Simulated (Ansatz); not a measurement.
## CH₆GeOS, SMILES C[S][GeH2][OH]: a rigid scan of one bond length, step by step

Computed with the Ansatz DFT code, driven from Python.

The script reads `ch6geos.xyz`:
```text
10

C    -1.17290    1.07650   -0.55340
S    -1.57190   -0.58770   -0.04190
Ge    0.48090   -0.94560    0.64390
O     1.71040   -0.84580   -0.73570
H    -0.44090    1.12010   -1.37400
H    -0.88300    1.74190    0.30060
H    -2.12320    1.57200   -0.96970
H     0.64150   -2.33770    1.29380
H     0.90610    0.14130    1.75070
H     2.53600   -0.98620   -0.31130
```

Notebook, run cell by cell (the value of a cell's last expression is shown):

```python
import ansatz as az
import numpy as np

system = az.Crystal.molecule_from_extxyz("ch6geos.xyz")
```

```python
symbols = [site.symbol for site in system.cartesian_sites]
start = np.array([site.position_ang for site in system.cartesian_sites])
axis = (start[1] - start[2]) / np.linalg.norm(start[1] - start[2])
moving = [0, 1, 4, 5, 6]
lengths, energies = [1.93, 2.018, 2.106, 2.194, 2.281, 2.369, 2.457, 2.589], []
for length in lengths:
    xyz = start.copy()
    xyz[moving] += (length - np.linalg.norm(start[1] - start[2])) * axis
    point = az.Crystal.molecule()
    for symbol, place in zip(symbols, xyz):
        point = point.atom(symbol, place.tolist())
    calculation = (
        point.calculation()
        .basis(gaussian="def2-SVP")
        .functional("cam_b3lyp")
    )
    summary = calculation.run(threads=1, backend="cpu").report
    energies.append(summary["free_energy_ev"])
    print(f"r = {length:6.3f} A  E = {energies[-1]:.5f} eV  <S^2> = {abs(summary['mean_field']['state']['spin_squared']):.3f}")
```

    r =  1.930 A  E = -70524.42862 eV  <S^2> = 0.000
    r =  2.018 A  E = -70524.93678 eV  <S^2> = 0.000
    r =  2.106 A  E = -70525.19081 eV  <S^2> = 0.000
    r =  2.194 A  E = -70525.26630 eV  <S^2> = 0.000
    r =  2.281 A  E = -70525.21887 eV  <S^2> = 0.000
    r =  2.369 A  E = -70525.08648 eV  <S^2> = 0.000
    r =  2.457 A  E = -70524.89765 eV  <S^2> = 0.000
    r =  2.589 A  E = -70524.55227 eV  <S^2> = 0.000

```python
fit = np.polynomial.Polynomial.fit(lengths, np.array(energies) - min(energies), 4).convert()
roots = [r.real for r in fit.deriv().roots() if abs(r.imag) < 1e-9 and fit.deriv(2)(r.real) > 0]
r_e = min(roots, key=lambda r: abs(r - lengths[int(np.argmin(energies))]))
print(f"minimum of the fit at {r_e:.4f} A, force constant {fit.deriv(2)(r_e):.2f} eV/A^2")
```

    minimum of the fit at 2.1971 A, force constant 15.88 eV/A^2

Total energies depend on the basis set; only differences at equal settings carry meaning. The rest of the molecule is held rigid at a force-field or estimated start geometry, and the basis set is modest; single-reference methods fail as a bond breaks. The orbitals are restricted, so S² is zero by construction. Run time: 68 s on 1 thread of Arm Neoverse N1 (shared host), peak memory 0.34 GiB.
